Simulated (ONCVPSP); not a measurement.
# An ONCV potential for Ho, from input to tests

Do these settings give a usable potential? It is generated, then checked for transferability, scattering, ghosts and hardness.

The numbers are computed with ONCVPSP 4.0.1.1 (patched build) (PBEsol, scalar-relativistic, spin-unpolarised reference atom).

### Step 1. Settings

Typed settings, in words:

* element: holmium (Ho, Z = 67)
* type: optimised norm-conserving Vanderbilt (ONCV)
* frozen core: [Kr] 4d10
* valence charge: 21
* reference configuration: 4f11 5s2 5p6 6s1.5 (charge +0.5)
* partial waves: 5s+6s: rc 1.80 bohr, ncon 4, nbas 9, qcut 6.4 1/bohr, 2 projectors; 5p: rc 1.45 bohr, ncon 5, nbas 9, qcut 4.8 1/bohr, 3 projectors, debl 4 Ha; d scattering state at 0.12 Ha: rc 1.85 bohr, ncon 4, nbas 8, qcut 5.6 1/bohr, 3 projectors, debl 0.7 Ha; 4f: rc 0.90 bohr, ncon 4, nbas 9, qcut 22.4 1/bohr, 3 projectors, debl 0.5 Ha
* local potential: polynomial inside 0.70 bohr (lpopt 5, dvloc0 3 Ha)
* core correction: not asked for

The nodes and maxima of the atom's own shells, from an earlier all-electron run, set the scale for the radii.

All-electron outer shells of the reference configuration (PBEsol, scalar-relativistic, ld1.x):

| shell | level (eV) | outermost node (bohr) | outermost maximum (bohr) |
| --- | --- | --- | --- |
| 5s | -53.56 | 0.61 | 1.13 |
| 5p | -29.03 | 0.66 | 1.29 |
| 6s | -6.30 | 1.54 | 3.30 |
| 4f | -6.29 | – | 0.53 |
| 5d | -3.78 | 0.75 | 2.06 |
| 6p | -3.19 | 1.88 | 4.41 |

### Step 2. The generation run

Contents of Ho.dat:

```
# ATOM AND REFERENCE CONFIGURATION
# atsym  z   nc   nv     iexc    psfile
  Ho 67.00    9    4  -116133      upf
#
#   n    l    f
    1    0    2.00
    2    0    2.00
    2    1    6.00
    3    0    2.00
    3    1    6.00
    3    2   10.00
    4    0    2.00
    4    1    6.00
    4    2   10.00
    4    3   11.00
    5    0    2.00
    5    1    6.00
    6    0    1.50
#
# PSEUDOPOTENTIAL AND OPTIMIZATION
# lmax
    3
#
#   l,   rc,      ep,       ncon, nbas, qcut
    0    1.80    0.00    4    9    6.40
    1    1.45    0.00    5    9    4.80
    2    1.85    0.12    4    8    5.60
    3    0.90    0.00    4    9   22.40
#
# LOCAL POTENTIAL
# lloc, lpopt,  rc(5),   dvloc0
    4    5    0.70    3.00
#
# VANDERBILT-KLEINMAN-BYLANDER PROJECTORs
# l, nproj, debl
    0    2    2.00
    1    3    4.00
    2    3    0.70
    3    3    0.50
#
# MODEL CORE CHARGE
# icmod, fcfact, rcfact
    0    0.00    0.00
#
# LOG DERIVATIVE ANALYSIS
# epsh1, epsh2, depsh
   -3.00    5.00    0.02
#
# OUTPUT GRID
# rlmax, drl
    6.00    0.01
#
# TEST CONFIGURATIONS
# ncnf
    4
# nvcnf
#   n    l    f
    4
    4    3   11.00
    5    0    2.00
    5    1    6.00
    6    0    2.00
#
    4
    4    3   11.00
    5    0    2.00
    5    1    6.00
    6    0    1.00
#
    4
    4    3   11.00
    5    0    2.00
    5    1    6.00
    6    0    0.00
#
    5
    4    3   10.00
    5    0    2.00
    5    1    6.00
    6    0    1.00
    5    2    1.00
#
```

Run with:

```
oncvpsp.x < Ho.dat > Ho.out
```

Before running it: what results should come out? Wanted: cutoffs for 1 and 0.1 mHa per electron, occupied waves; bound ghosts; GHOST(+) flags; largest phase difference near zero energy, channels read; projector energies reset by the program.

**Answer**, as computed:

| quantity | value |
| --- | --- |
| cutoffs for 1 and 0.1 mHa per electron, occupied waves | 178 Ha and 201 Ha |
| bound ghosts | s at -577.33 eV |
| GHOST(+) flags | p at 128 eV, p at 3222 eV, d at 146 eV, d at 1815 eV and 1 more (1 near or above the test basis's cutoff) |
| largest phase difference near zero energy, channels read | 0.000 rad |
| projector energies reset by the program | d: 0.050, 0.750, 1.450 Ha |

**Reading.** It has a bound ghost (s), a state that the atom doesn't have, and that rules the file out. It counts as very hard, with 178 Ha needed at the looser tolerance. At the looser tolerance the 4f wave is the slowest; 5p needs 98 Ha. Near zero energy the phases of the channels with partial waves agree within 0.001 rad. The program also flags highly localised states, GHOST(+) (p, d, f).
